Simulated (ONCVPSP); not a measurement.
# An ONCV potential for La, from input to tests

Task: generate the file, and judge it by its errors in other configurations, its logarithmic derivatives, its ghosts and its cutoff.

Program: ONCVPSP 4.0.1. Reference atom: LDA (Perdew-Wang 92), scalar-relativistic, spherical and spin-unpolarised. All values are calculated.

## Step 1: The atom and the settings

Typed settings, in words:

```json
{"element": "lanthanum (La, Z = 57)", "type": "optimised norm-conserving Vanderbilt (ONCV)", "frozen core": "[Kr]", "valence charge": "21", "reference configuration": "4d10 5s2 5p6 5d1 6s1.75 6p0.25", "partial waves": "5s+6s: rc 2.95 bohr, ncon 4, nbas 9, qcut 3.8 1/bohr, 2 projectors; 5p+6p: rc 3.30 bohr, ncon 4, nbas 8, qcut 4.9 1/bohr, 2 projectors; 4d+5d: rc 1.00 bohr, ncon 4, nbas 8, qcut 14.3 1/bohr, 2 projectors; f scattering state at 0.12 Ha: rc 3.60 bohr, ncon 3, nbas 7, qcut 3.3 1/bohr, 2 projectors, debl 0.8 Ha", "local potential": "polynomial inside 0.80 bohr (lpopt 3, dvloc0 -1 Ha)", "core correction": "polynomial model core, fcfact 0.2"}
```

An earlier all-electron run gives the scale for the radii.

All-electron outer shells of the reference configuration (LDA (PZ), scalar-relativistic, ld1.x):

```csv
shell,level (eV),outermost node (bohr),outermost maximum (bohr)
4p,-199.89,0.34,0.63
4d,-104.12,0.32,0.68
5s,-39.35,0.77,1.41
5p,-22.76,0.83,1.58
4f,-4.87,–,0.75
6s,-3.99,1.86,3.74
5d,-3.44,0.95,2.24
6p,-1.56,2.20,4.93
```

## Step 2: Generating the potential

La.dat reads:

```
# ATOM AND REFERENCE CONFIGURATION
# atsym  z   nc   nv     iexc    psfile
  La 57.00    8    6  -001012      upf
#
#   n    l    f
    1    0    2.00
    2    0    2.00
    2    1    6.00
    3    0    2.00
    3    1    6.00
    3    2   10.00
    4    0    2.00
    4    1    6.00
    4    2   10.00
    5    0    2.00
    5    1    6.00
    5    2    1.00
    6    0    1.75
    6    1    0.25
#
# PSEUDOPOTENTIAL AND OPTIMIZATION
# lmax
    3
#
#   l,   rc,      ep,       ncon, nbas, qcut
    0    2.95    0.00    4    9    3.80
    1    3.30    0.00    4    8    4.90
    2    1.00    0.00    4    8   14.30
    3    3.60    0.12    3    7    3.30
#
# LOCAL POTENTIAL
# lloc, lpopt,  rc(5),   dvloc0
    4    3    0.80   -1.00
#
# VANDERBILT-KLEINMAN-BYLANDER PROJECTORs
# l, nproj, debl
    0    2    3.80
    1    2    1.90
    2    2    1.30
    3    2    0.80
#
# MODEL CORE CHARGE
# icmod, fcfact, rcfact
    1    0.20    0.00
#
# LOG DERIVATIVE ANALYSIS
# epsh1, epsh2, depsh
   -5.00    5.00    0.04
#
# OUTPUT GRID
# rlmax, drl
    6.00    0.01
#
# TEST CONFIGURATIONS
# ncnf
    4
# nvcnf
#   n    l    f
    6
    4    2   10.00
    5    0    2.00
    5    1    6.00
    5    2    1.00
    6    0    2.00
    6    1    0.00
#
    6
    4    2   10.00
    5    0    2.00
    5    1    6.00
    5    2    1.00
    6    0    1.00
    6    1    0.00
#
    6
    4    2   10.00
    5    0    2.00
    5    1    6.00
    5    2    1.00
    6    0    0.00
    6    1    0.00
#
    7
    4    2   10.00
    5    0    2.00
    5    1    6.00
    5    2    0.00
    6    0    1.00
    6    1    0.00
    4    3    1.00
#
```

Run with:

```console
$ oncvpsp.x < La.dat > La.out
```

**Question.** What will these runs give? Wanted: cutoffs for 1 and 0.1 mHa per electron, occupied waves; bound ghosts; GHOST(+) flags; largest test error; largest phase difference near zero energy, channels read; rms error of d²Exc/dn², without and with the model core; projector energies reset by the program.

As calculated:

| quantity | value |
| --- | --- |
| cutoffs for 1 and 0.1 mHa per electron, occupied waves | 75 Ha and 86 Ha |
| bound ghosts | s at -263.28 eV, p at -113.09 eV |
| GHOST(+) flags | none at low energy |
| largest test error (AE − PS) | +1818 meV, for 4d10 4f1 5s2 5p6 5d0 6s1 6p0 |
| largest phase difference near zero energy, channels read | 0.003 rad |
| rms error of d²Exc/dn², without and with the model core | 3.97 and 2.02 mHa |
| projector energies reset by the program | f: -0.179, 0.621 Ha |

In words: It has a bound ghost (s, p), a state that the atom doesn't have, and that rules the file out. Close by lies the frozen 4s level (-266.1 eV). The worst unpolarised test, 4d10 4f1 5s2 5p6 5d0 6s1 6p0, is off by 1818 meV on 5.7 eV; by total energies transferability rates as poor. By its cutoff, 75 Ha for the looser tolerance, it is very hard. At the looser tolerance the 4d wave is the slowest; 5d needs 63 Ha. Near zero energy the phases of the channels with partial waves that could be evaluated agree within 0.003 rad. The pseudo curves have a pole with no partner nearby in the atom's: p at -4.12 Ha. All of this concerns the isolated atom, not yet a solid.
